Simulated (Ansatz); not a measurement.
Hf2Pd2Se2Br2O3 under changes of volume

One of the cells (30.040 Å³/atom); the others are scaled copies at fixed shape and fractional positions:

```
Hf Pd Se Br O
1.0
     7.67722   -1.70971    0.00000
     7.67722    1.70971    0.00000
    -3.99941    0.00000   12.58754
Hf Pd Se Br O
2 2 2 2 3
Cartesian
  -2.9113 0.0000 11.8142
  3.1781 0.0000 9.0241
  10.6418 0.0000 6.1724
  9.3695 0.0000 3.2341
  0.5754 0.0000 1.9429
  1.5781 0.0000 5.1861
  2.5312 0.0000 12.0186
  8.7231 0.0000 8.9811
  3.8731 0.0000 7.2848
  5.7273 0.0000 11.6684
  11.7666 0.0000 9.7970
```

The cell was built by a generator and needn't be a form met in nature.

```yaml
Program: Ansatz 0.2.0
Functional: PBE
Potentials_or_basis: Ansatz PAW
Cutoff: "420 eV (not typed: the program's choice for these potentials)"
k_mesh: 8 × 8 × 2
Occupations: fermi-dirac, width 0.05 eV
Spin: no spin polarisation
```

```csv
volume (Å³/atom),energy over the lowest point (meV/atom),pressure (GPa),gap on the mesh (eV),largest force (eV/Å)
28.238,25.28,4.7,0.90,1.305
28.839,10.82,3.0,0.88,0.837
29.440,2.62,1.4,0.86,0.402
30.040,0.00,0.0,0.84,0.006
30.641,2.41,-1.3,0.82,0.379
31.242,9.30,-2.4,0.80,0.730
31.843,?,?,?,?
```

Task: What does the run at 31.843 Å³/atom give?

Result: Energy over the lowest point 20.22 meV/atom; pressure -3.4 GPa; gap on the mesh 0.78 eV; largest force 1.057 eV/Å.

Worked out: A Birch-Murnaghan fit of order 3 (a polynomial in V^(-2/3)) to the other rows has its minimum at 30.04 Å³/atom with B0 = V·E''(V) = 67 GPa and B' = 4.5 at fixed shape and positions, which overstates the stiffness. It gives 20.23 meV/atom at 31.843 Å³/atom, against the run's 20.22, and -dE/dV = -3.4 GPa, against -3.4. A straight line through the other rows of the gap, of slope -0.989 eV per unit of ln V, extrapolates to 0.78 eV, against the run's 0.78.

Energies are extrapolated to zero smearing.

Caveats: spin-orbit coupling is left out, which moves the levels of the heavy elements; forces of over 1 eV/Å show positions far from the minimum, so gaps and moduli don't describe the material at rest (some runs).

A mesh can miss the band edges.
